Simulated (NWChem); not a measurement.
# doublet [SeO2]+ at 4 levels

Wanted: a comparison of 4 runs (UHF/STO-3G, UHF/3-21G, UB3LYP/6-31G*) of doublet [SeO2]+. 

Program for the calculation: NWChem 7.3.0.

20 further runs of the same task are left out: 20 set aside as unsound or not needed.

## Step 1: The system as given

The species is [SeO2]+ (3 atoms), meant as a doublet with charge +1. As SMILES of the parent species, `O=[Se]=O`. The coordinates come from a PBE0-D4/def2-TZVP relaxation. That shape belongs to the parent species and isn't relaxed for this state.

Bond lengths: O1–Se2 1.599 Å, Se2–O3 1.599 Å. Angles: O1–Se2–O3 113.8°.

## Step 2: The energy at UHF/STO-3G (run 1)

The input, sp.xyz:

```xyz
3

O      0.450000    -1.291360     0.094840
Se    -0.515880    -0.067700    -0.261270
O      0.065880     1.359070     0.166440
```

The input, run.py:

```python
from ase.io import read
from ase.calculators.nwchem import NWChem

atoms = read('sp.xyz')

calc = NWChem(
    label='sp',
    theory='scf',
    memory='2200 mb',
    basis='STO-3G',
    basispar='spherical bse',
    charge=1,
    scf={'nopen': '1', 'uhf': None, 'thresh': '1e-08', 'maxiter': '80'},
    task='energy',
)
atoms.calc = calc

print("Total energy (eV):", round(atoms.get_potential_energy(), 6))
```

Command:

```sh
export ASE_NWCHEM_COMMAND="nwchem PREFIX.nwi > PREFIX.nwo"
python run.py
```

Standard output:

```text
Total energy (eV): -68595.309856
```

The calculator wrote sp.nwi:

```
title "sp"

permanent_dir sp

scratch_dir sp

start sp

geometry units angstrom nocenter noautosym noautoz
  O  4.5000000000000001e-01 -1.2913600000000001e+00 9.4839999999999994e-02
  Se -5.1588000000000001e-01 -6.7699999999999996e-02 -2.6127000000000000e-01
  O  6.5879999999999994e-02 1.3590700000000000e+00 1.6644000000000000e-01
end

charge 1

memory 2200 mb

basis spherical bse noprint
   * library STO-3G
end

scf
  nopen 1
  uhf
  thresh 1e-08
  maxiter 80
end

task scf energy
```

sp.nwo:

```text
Northwest Computational Chemistry Package (NWChem) 7.3.0
             --------------------------------------------------------

           Job information
           ---------------

    nwchem branch   = 7.3.0
    use scalapack   = T
    input           = sp.nwi
    prefix          = sp.
    data base       = sp/sp.db
    status          = startup
    nproc           =        1

           Memory information
           ------------------

    heap     =     72089594 doubles =      550.0 Mbytes
    stack    =     72089599 doubles =      550.0 Mbytes
    global   =    144179200 doubles =     1100.0 Mbytes (distinct from heap & stack)
    total    =    288358393 doubles =     2200.0 Mbytes
    verify   = yes
    hardfail = no

           Directory information
           ---------------------

  0 permanent = sp
  0 scratch   = sp

                                NWChem Input Module
                                -------------------

                                        sp
                                        --

[... 22 lines left out ...]
            Nuclear Dipole moment (a.u.)
[... 71 lines left out ...]
 1-e energy   =   -3838.715368
[... 7 lines left out ...]
         Quadratically convergent UHF
[... 11 lines left out ...]
  ga_iter_lsolve: convergence stagnant ... aborting solve
[... 11 lines left out ...]
       Final UHF  results
[... 3 lines left out ...]
      One electron energy =  -3890.357078399265
[... 1 line left out ...]
 Nuclear repulsion energy =    192.664816994879
[... 40 lines left out ...]
          Final beta eigenvalues
[... 150 lines left out ...]
                     UHF Final Beta Molecular Orbital Analysis
[... 142 lines left out ...]
   Mulliken analysis of the beta density
   -------------------------------------

    Atom       Charge   Shell Charges
 -----------   ------   -------------------------------------------------------
    1 O    8     3.30   1.00  0.97  1.33
    2 Se  34    16.21   1.00  1.00  3.00  1.00  2.98  0.84  1.39  4.99
    3 O    8     4.50   1.00  0.99  2.50

   Mulliken analysis of the spin density
   -------------------------------------

    Atom       Charge   Shell Charges
 -----------   ------   -------------------------------------------------------
    1 O    8     1.41   0.00  0.02  1.39
    2 Se  34     0.48   0.00  0.00  0.00  0.00  0.01  0.05  0.43  0.00
    3 O    8    -0.89  -0.00 -0.02 -0.88

       Multipole analysis of the density wrt the origin
       ------------------------------------------------

     L   x y z        total         alpha         beta         nuclear
     -   - - -        -----         -----         ----         -------
     0   0 0 0      1.000000    -25.000000    -24.000000     50.000000

     1   1 0 0     -0.398047     12.192154     12.756467    -25.346668
[... 8 lines of this table left out ...]
     2   0 0 2    -16.896337    -13.787524    -12.445302      9.336489

 Task  times  cpu:       13.7s     wall:       13.7s
 Total times  cpu:       13.7s     wall:       13.7s
```

Run time: 15 s. Hardware: 1 thread of Intel Xeon Platinum 8488C (Sapphire Rapids), shared host; peak memory 0.099 GiB.

## Step 3: The energy at UHF/3-21G (run 2)

The input, run.py:

```python
from ase import Atoms
from ase.calculators.nwchem import NWChem

mol = Atoms('OSeO', positions=[
    [0.450000, -1.291360, 0.094840],
    [-0.515880, -0.067700, -0.261270],
    [0.065880, 1.359070, 0.166440],
])

calc = NWChem(
    label='o2se',
    theory='scf',
    memory='2200 mb',
    basis='3-21G',
    basispar='spherical bse',
    charge=1,
    scf={'nopen': '1', 'uhf': None, 'thresh': '1e-08', 'maxiter': '80'},
    task='energy',
)
mol.calc = calc

print("Total energy (eV):", round(mol.get_potential_energy(), 6))
```

Command:

```sh
export ASE_NWCHEM_COMMAND="nwchem PREFIX.nwi > PREFIX.nwo"
python run.py
```

Standard output:

```text
Total energy (eV): -69032.109917
```

The calculator wrote o2se.nwi:

```
title "o2se"

permanent_dir o2se

scratch_dir o2se

start o2se

geometry units angstrom nocenter noautosym noautoz
  O  4.5000000000000001e-01 -1.2913600000000001e+00 9.4839999999999994e-02
  Se -5.1588000000000001e-01 -6.7699999999999996e-02 -2.6127000000000000e-01
  O  6.5879999999999994e-02 1.3590700000000000e+00 1.6644000000000000e-01
end

charge 1

memory 2200 mb

basis spherical bse noprint
   * library 3-21G
end

scf
  nopen 1
  uhf
  thresh 1e-08
  maxiter 80
end

task scf energy
```

o2se.nwo:

```text
Northwest Computational Chemistry Package (NWChem) 7.3.0
             --------------------------------------------------------

           Job information
           ---------------

    nwchem branch   = 7.3.0
    use scalapack   = T
    input           = o2se.nwi
    prefix          = o2se.
    data base       = o2se/o2se.db
    status          = startup
    nproc           =        1

           Memory information
           ------------------

    heap     =     72089594 doubles =      550.0 Mbytes
    stack    =     72089599 doubles =      550.0 Mbytes
    global   =    144179200 doubles =     1100.0 Mbytes (distinct from heap & stack)
    total    =    288358393 doubles =     2200.0 Mbytes
    verify   = yes
    hardfail = no

           Directory information
           ---------------------

  0 permanent = o2se
  0 scratch   = o2se

                                NWChem Input Module
                                -------------------

                                       o2se
                                       ----

[... 104 lines left out ...]
 Convergence threshold     :          1.000E-08
[... 20 lines left out ...]
       Final UHF  results
[... 3 lines left out ...]
      One electron energy =  -3900.412152015191
[... 1 line left out ...]
 Nuclear repulsion energy =    192.664816994879
[... 47 lines left out ...]
          Final beta eigenvalues
[... 215 lines left out ...]
                     UHF Final Beta Molecular Orbital Analysis
[... 200 lines left out ...]
   Mulliken analysis of the beta density
   -------------------------------------

    Atom       Charge   Shell Charges
 -----------   ------   -------------------------------------------------------
    1 O    8     3.57   0.99  0.22  0.66  0.79  0.91
    2 Se  34    15.82   1.00  1.00  3.00  1.00  2.98  0.49  0.76  0.35  0.27  4.99
    3 O    8     4.60   0.99  0.24  1.20  0.79  1.39

   Mulliken analysis of the spin density
   -------------------------------------

    Atom       Charge   Shell Charges
 -----------   ------   -------------------------------------------------------
    1 O    8     1.17   0.00  0.02  0.65 -0.01  0.50
    2 Se  34     0.67   0.00  0.00  0.00  0.00  0.00  0.01  0.35  0.07  0.23  0.00
    3 O    8    -0.84  -0.00 -0.01 -0.43 -0.00 -0.39

       Multipole analysis of the density wrt the origin
       ------------------------------------------------

     L   x y z        total         alpha         beta         nuclear
     -   - - -        -----         -----         ----         -------
     0   0 0 0      1.000000    -25.000000    -24.000000     50.000000

     1   1 0 0     -0.984565     12.047781     12.314322    -25.346668
[... 8 lines of this table left out ...]
     2   0 0 2    -17.306321    -14.183604    -12.459206      9.336489

 Task  times  cpu:       15.8s     wall:       15.8s
 Total times  cpu:       15.8s     wall:       15.8s
```

Wall time 17 s (1 thread of Intel Xeon Platinum 8488C (Sapphire Rapids), shared host); peak memory 0.099 GiB.

Run 3 isn't shown in full; the table further down has it.

## Step 4: A single-point energy at UB3LYP/6-31G(d) (spherical functions) (run 4)

The input, input.nw:

```
start input
memory total 2200 mb
charge 1

geometry units angstroms noautosym nocenter noautoz
 O      0.450000    -1.291360     0.094840
 Se    -0.515880    -0.067700    -0.261270
 O      0.065880     1.359070     0.166440
end

basis spherical bse
 * library 6-31G*
end

dft
 xc b3lyp
 mult 2
 grid xfine
 convergence energy 1e-08
 maxiter 100
 mulliken
end

task dft energy
```

Command:

```sh
nwchem input.nw > input.out
```

Standard output:

```text
[...]
          Wavefunction type:  spin polarized.
          No. of atoms     :     3
          No. of electrons :    49
[...]
          Charge           :     1
          Spin multiplicity:     2
[...]
          AO basis - number of functions:    60
[...]
              XC Information
              --------------
                         B3LYP Method XC Potential
                     Hartree-Fock (Exact) Exchange  0.200
                        Slater Exchange Functional  0.800 local
                    Becke 1988 Exchange Functional  0.720 non-local
              Lee-Yang-Parr Correlation Functional  0.810
                  VWN I RPA Correlation Functional  0.190 local
[...]
 d= 0,ls=0.0,diis     1  -2550.9956479312 -2.74D+03  8.34D-03  1.70D+00     2.3
[...]
 d= 0,ls=0.0,diis    13  -2551.2161780281 -4.86D-10  2.18D-07  7.78D-11    26.7
[...]
         Total DFT energy =    -2551.216178028116
      One electron energy =    -3914.079877710785
           Coulomb energy =     1274.114801820635
    Exchange-Corr. energy =     -103.915919132846
 Nuclear repulsion energy =      192.664816994879
[...]
      Total Density - Mulliken Population Analysis
     ---------------------------------------------
    Atom       Charge   Shell Charges
 -----------   ------   -------------------------------------------------------
    1 O    8     8.12   2.00  1.00  2.71  0.94  1.45  0.03
    2 Se  34    32.75   2.00  2.00  6.00  2.00  5.98  1.68  2.52  0.11  0.16  6.94  2.93  0.44
    3 O    8     8.12   2.00  1.00  2.71  0.94  1.45  0.03
[...]
      <S2> =      0.7659 (Exact =     0.7500)
[...]
```

It took 27 s on 1 thread of Intel Xeon Platinum 8488C (Sapphire Rapids), shared host; peak memory 0.12 GiB.

## Step 5: Overview of the runs

```
run                                level  Cartesian functions  iteration cap   energy (Eh)  HOMO energy (eV)  LUMO energy (eV)   ⟨S²⟩  wall time
  1                           UHF/STO-3G                   no             80  -2520.831162            -19.25             -5.80  1.550       15 s
  2                            UHF/3-21G                   no             80  -2536.883268            -20.68             -7.84  1.435       17 s
  3  UB3LYP/6-31G* (Cartesian functions)                  yes            100  -2551.227508                 –                 –  0.766       26 s
  4  UB3LYP/6-31G* (spherical functions)                   no            100  -2551.216178            -16.97            -14.66  0.766       27 s
```

## Step 6: Results

```
                                 quantity           value
                      run 4: total energy  -2551.21618 Eh
run 4: HOMO energy (highest over α and β)       -16.97 eV
 run 4: LUMO energy (lowest over α and β)       -14.66 eV
                              run 4: ⟨S²⟩           0.766
```

What this shows: In run 1 the basis is minimal, so the values are rough. Spin contamination of the reference: run 1 ⟨S²⟩ = 1.55, run 2 ⟨S²⟩ = 1.44. Where it is this large, the reference is a mixture of spin states, and values that rest on it are in doubt. All runs together took 86 s, the longest 27 s.
